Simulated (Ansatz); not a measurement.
# AlGaHS (quartet): wave-function methods side by side at a displaced geometry (v1), cc-pVDZ

An exercise on one series of results from a longer session: the logs are not shown, and one member is left open.

Computed with Ansatz 0.2.0, Gaussian basis. Level: cc-pVDZ, core rule «outside noble gas», up to 24 orbitals frozen.

Plan: UHF; CCSD(T) on ROHF; CCSD(T) on UHF; BCCD(T) on ROHF; CISD as a restricted active space (open shells left free, so some higher excitations enter); CCSDT(Q) on ROHF; CCSDT(Q) on UHF.

24 further runs of the same task are left out: 1 for a known fault of the program, 11 that didn't finish, 12 set aside as unsound or not needed. Runs told in other sessions of the task aren't counted.

## What is computed

The geometry is a PBE0/def2-TZVP stationary point (not a proven minimum) with its atoms shifted at random (size 0.040 Å). No spin-orbit coupling is included. The filled d shell of Ga may be among the frozen orbitals whatever the setting's name suggests.

4 atoms, charge 0, spin multiplicity 4.

Atoms are counted from 1 here; the program's logs count them from 0.

Bond lengths: Al1–Ga2 2.402 Å, Al1–H4 1.588 Å, Ga2–S3 2.283 Å. Angles: Ga2–Al1–H4 124.3°, Al1–Ga2–S3 159.6°.

Coordinates:

```
Al   -0.0108    0.2703    2.3979
Ga   -0.0116   -0.1818    0.0387
S     0.0364    0.1946   -2.2126
H    -0.0664   -0.8483    3.5243
```

The first run:

File in.yaml:

```yaml
crystal:
  periodic: [false, false, false]
  atoms:
    - {symbol: Al, position_ang: [-0.010765, 0.270283, 2.397878]}
    - {symbol: Ga, position_ang: [-0.011598, -0.181813, 0.038679]}
    - {symbol: S, position_ang: [0.036366, 0.194573, -2.212614]}
    - {symbol: H, position_ang: [-0.066411, -0.848349, 3.524267]}
basis:
  gaussian: {orbitals: cc-pVDZ}
magnetization: {spin_polarized: true, initial_magnetization: 3}
hamiltonian: {xc: hf}
output: {orbitals: {seedname: orbitals}}
```

Launch:

```
$ ansatz run in.yaml --threads 1 --pin off --events-out ev --progress --plain --max-ram 2393MiB
```

Steps of the session up to this table: UHF; CCSD(T) on ROHF; CCSD(T) on UHF; BCCD(T) on ROHF; CISD as a restricted active space (open shells left free, so some higher excitations enter); CCSDT(Q) on ROHF; CCSDT(Q) on UHF.

One of the session's tables, all rows but one given; the rest of the session is left out.

| method | from UCCSDT(Q) (kJ/mol) |
| --- | --- |
| ROHF | +656.3 |
| UHF | +635.9 |
| RMP2 | +132.3 |
| UMP2 | ? |
| RCCSD | +28.3 |
| UCCSD | +27.5 |
| RCCSD(T) | +7.1 |
| UCCSD(T) | +6.9 |
| BCCD(T) | +7.0 |
| RCCSDT | +2.0 |
| UCCSDT | +1.7 |
| RCCSDT(Q) | +0.4 |
| UCCSDT(Q) | 0 |

Q: Estimate the row for UMP2 from the others.

As computed: from UCCSDT(Q) (kJ/mol): +134.5. In the column «from UCCSDT(Q) (kJ/mol)» it lies between RMP2 (+132.3) and UHF (+635.9).

Not comparable, so not listed: CISD as a restricted active space (open shells left free, so some higher excitations enter) (they don't share determinant, frozen orbitals or solution with the rows shown, or repeat one).

Limits of these values: Restricted and unrestricted rows rest on different reference determinants; a gap between their highest levels can come from leftover correlation error, from unlike frozen cores or from another state.
